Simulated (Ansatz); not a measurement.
# Mg: the cost of one run

Program: Ansatz 0.2.0. Level of theory: DFT PBEsol, scalar-relativistic, plane waves, PAW. These are calculated values, not measurements.

1 further run of the same task is left out (set aside as unsound or not needed).

**1. The system as given**

It takes space group P6_3/mmc (No. 194, hexagonal). Conventional cell: a = 3.188 Å, b = 3.188 Å, c = 5.108 Å, α = 90.00°, β = 90.00°, γ = 120.00°. Mg (site symmetry -6m2) is surrounded by 12 Mg at 3.15 to 3.19 Å.

As a file:

```xyz
2
Lattice="3.1882 0.0000 0.0000 -1.5941 2.7611 0.0000 0.0000 0.0000 5.1085" Properties=species:S:1:pos:R:3 pbc="T T T"
Mg    0.0000    1.8407    1.2771
Mg    1.5941    0.9204    3.8313
```

It is the result of an earlier relaxation at this level (volume 22.48 Å³/atom; gap on the mesh: none (metal)).

**2. The slab**

Planes are indexed in the bulk's conventional cell (P6_3/mmc (No. 194)), a = 3.188 Å, b = 3.188 Å, c = 5.108 Å, α = 90.00°, β = 90.00°, γ = 120.00°.

A (001) slab, 7.7 Å thick as cut, with 17 Å of vacuum; its outer planes are Mg (top) and Mg (bottom).

The slab as cut. Layers, bottom to top:

| plane | atoms per cell | height over the lowest (Å) |
| --- | --- | --- |
| 1 | Mg | 0.00 |
| 2 | Mg | 2.55 |
| 3 | Mg | 5.11 |
| 4 | Mg | 7.66 |

**3. The clean surface, relaxed**

input.yaml

```yaml
crystal:
  lattice:
    - [3.1881999938, 0.0, 0.0]
    - [-1.5940999969, 2.761062187, 0.0]
    - [0.0, 0.0, 24.6626988054]
  atoms:
    - { symbol: Mg, position: [0.6666666667, 0.3333333333, 0.3446500347] }
    - { symbol: Mg, position: [0.3333333333, 0.6666666667, 0.4482166782] }
    - { symbol: Mg, position: [0.6666666667, 0.3333333333, 0.5517833218] }
    - { symbol: Mg, position: [0.3333333333, 0.6666666667, 0.6553499653] }
basis:
  ecutwfc: 420
kpoints:
  mp_grid: { grid: [9, 9, 1] }
hamiltonian:
  xc: pbesol
scf:
  occupations: { method: gaussian, width: 0.1 }
output:
  forces: true
  eigenvalues: true
relax:
  adjacent_minimum: "off"
  f_tol: 0.03
  max_steps: 70
  constraints: [{ sites: [0, 1] }]
efield:
  axis: 3
  dipole_correction: true
```

**Question.** How long does this run take on 1 thread of an Arm CPU, shared host, and how much memory does it need?

About 11 s, with a peak of 0.37 GiB.
